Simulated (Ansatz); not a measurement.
# ClFH6O2Si3: the cost of one run

Program: Ansatz 0.2.0. Level of theory: RKS B3LYP-D4/6-31G. These are calculated values, not measurements.

### 1 Starting point

Bond lengths: Si1–Cl2 2.130 Å, Si1–O3 1.680 Å, O3–Si4 1.680 Å, Si4–H5 1.460 Å, Si4–H6 1.460 Å, Si4–H7 1.460 Å, Si1–O8 1.679 Å, O8–Si9 1.680 Å, Si9–H10 1.460 Å, Si9–H11 1.460 Å, Si9–H12 1.460 Å, Si1–F13 1.589 Å. Angles (14 of 20 angles, heavy atoms first): Cl2–Si1–O3 109.4°, Cl2–Si1–O8 109.5°, Cl2–Si1–F13 109.5°, O3–Si1–O8 109.5°, O3–Si1–F13 109.5°, O8–Si1–F13 109.5°, Si1–O3–Si4 125.0°, Si1–O8–Si9 125.0°, O3–Si4–H5 109.5°, O3–Si4–H6 109.5°, O3–Si4–H7 109.5°, O8–Si9–H10 109.5°, O8–Si9–H11 109.5°, O8–Si9–H12 109.5°.

Structure file:

```xyz
13

Si    0.0000    0.0000    0.0000
Cl    0.0000    0.0000    2.1300
O     1.5842    0.0000   -0.5594
Si    2.4906   -1.3762   -0.8866
H     1.6598   -2.3521   -1.5857
H     3.6318   -1.0202   -1.7249
H     2.9691   -1.9538    0.3660
O    -0.7913    1.3709   -0.5594
Si   -2.4002    1.4263   -1.0396
H    -3.2124    0.6421   -0.1138
H    -2.8620    2.8114   -1.0378
H    -2.5267    0.8736   -2.3850
F    -0.7489   -1.2974   -0.5295
```

### 2 Relaxing the start

input.yaml reads:

```yaml
crystal:
  periodic: [false, false, false]
  atoms:
    - { symbol: Si, position_ang: [0.0, 0.0, 0.0] }
    - { symbol: Cl, position_ang: [0.0, 0.0, 2.13] }
    - { symbol: O, position_ang: [1.5842, 0.0, -0.5594] }
    - { symbol: Si, position_ang: [2.4906, -1.3762, -0.8866] }
    - { symbol: H, position_ang: [1.6598, -2.3521, -1.5857] }
    - { symbol: H, position_ang: [3.6318, -1.0202, -1.7249] }
    - { symbol: H, position_ang: [2.9691, -1.9538, 0.366] }
    - { symbol: O, position_ang: [-0.7913, 1.3709, -0.5594] }
    - { symbol: Si, position_ang: [-2.4002, 1.4263, -1.0396] }
    - { symbol: H, position_ang: [-3.2124, 0.6421, -0.1138] }
    - { symbol: H, position_ang: [-2.862, 2.8114, -1.0378] }
    - { symbol: H, position_ang: [-2.5267, 0.8736, -2.385] }
    - { symbol: F, position_ang: [-0.7489, -1.2974, -0.5295] }
basis:
  gaussian: { orbitals: "6-31G" }
hamiltonian:
  xc: b3lyp
  dispersion: d4
relax:
  f_tol: 0.02
  max_steps: 40
```

Launch:

```sh
ansatz run input.yaml --threads 2 --pin off --max-ram 3072MiB --backend cpu --events-out ev --progress --plain --runs-dir out
```

Q: Estimate wall time and peak memory on 2 threads of Intel Xeon Platinum 8259CL at 2.50GHz (Skylake/Cascade Lake), shared host.

About 1.7 min, with a peak of 0.28 GiB.
